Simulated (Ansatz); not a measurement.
Geometry optimisation, DFT PBE, scalar-relativistic, plane waves, PAW (Ansatz).

Input file:

```yaml
crystal:
  lattice:
    - [7.258, 0.0, 0.0]
    - [-3.629, 6.285612, 0.0]
    - [0.0, 0.0, 17.869]
  atoms:
    - { symbol: Ti, position: [0.0, 0.0, 0.0559628] }
    - { symbol: Br, position: [0.1666667, 0.3333333, 0.1467905] }
    - { symbol: Br, position: [0.3333333, 0.1666667, 0.3284459] }
    - { symbol: Ti, position: [0.0, 0.5, 0.0559628] }
    - { symbol: Br, position: [0.1666667, 0.8333333, 0.1467905] }
    - { symbol: Br, position: [0.3333333, 0.6666667, 0.3284459] }
    - { symbol: Ti, position: [0.5, 0.0, 0.0559628] }
    - { symbol: Br, position: [0.6666667, 0.3333333, 0.1467905] }
    - { symbol: Br, position: [0.8333333, 0.1666667, 0.3284459] }
    - { symbol: Ti, position: [0.5, 0.5, 0.0559628] }
    - { symbol: Br, position: [0.6666667, 0.8333333, 0.1467905] }
    - { symbol: Br, position: [0.8333333, 0.6666667, 0.3284459] }
    - { symbol: Se, position: [0.069485, 0.4053892, 0.4269405] }
basis:
  ecutwfc: 420.0
kpoints:
  mp_grid: { grid: [2, 2, 1] }
hamiltonian:
  xc: pbe
scf:
  occupations: { method: fermi_dirac, width: 0.02 }
  lower_state_search: "off"
relax:
  f_tol: 0.08
  max_steps: 25
  adjacent_minimum: "off"
  constraints: [{ sites: [0, 3, 6, 9] }]
output:
  write_density: true
  write_potential: true
  elf: true
  volumetric_format: npy
```

Launched with:

```bash
$ ansatz run input.yaml --threads 2 --pin off --max-ram 5120MiB --backend cpu --events-out ev --progress --plain --runs-dir out
```

Task: Where does it end, and by what steps?

Result: The forces met the threshold. The threshold is loose, so the end isn't yet a minimum. The force dipped under the threshold on the way, but the program's further checks kept it going. Limits of this set-up: coarse k mesh, thin slab, slab without dipole correction. After 18 steps the energy has fallen by 1.614 eV; Br6 moved furthest, 2.57 Å. Joined: Br3–Br12.

```
step  energy less start (eV)  largest force component (eV/Å)  accepted
   0                  0.0000                           2.634       yes
   1                 -0.7342                           0.644       yes
   2                 -0.8564                           0.531       yes
   3                 -0.9592                           0.159       yes
   4                 -0.9994                           0.064       yes
   5                 -1.0202                           0.042       yes
   6                 -1.0329                           0.050       yes
   7                 -1.0433                           0.066       yes
   8                 -1.0564                           0.040       yes
   9                 -1.0753                           0.132       yes
  10                 -1.1248                           0.623       yes
  11                 -1.2331                           0.869       yes
  12                 -1.3748                           0.666       yes
  13                 -1.4963                           0.160       yes
  14                 -1.5536                           0.119       yes
  15                 -1.5815                           0.273       yes
  16                 -1.5970                           0.284       yes
  17                 -1.6135                           0.051       yes
  18                 -1.6135                           0.049       yes
```

```xyz
13
Lattice="7.2580 0.0000 0.0000 -3.6290 6.2856 0.0000 0.0000 0.0000 17.8690" Properties=species:S:1:pos:R:3
Ti 0.000 0.000 1.000
Br 0.000 2.094 2.582
Br 1.718 0.506 6.193
Ti -1.815 3.143 1.000
Br -1.811 5.237 2.561
Br 0.420 3.746 8.367
Ti 3.629 0.000 1.000
Br 3.625 2.097 2.588
Br 4.893 1.398 7.632
Ti 1.815 3.143 1.000
Br 1.816 5.238 2.584
Br 4.130 4.730 6.177
Se -1.375 2.631 9.342
```

Run time: 2.2 min on 2 threads of Intel(R) Xeon(R) 6975P-C (Granite Rapids) (shared host), peak memory 1.3 GiB.
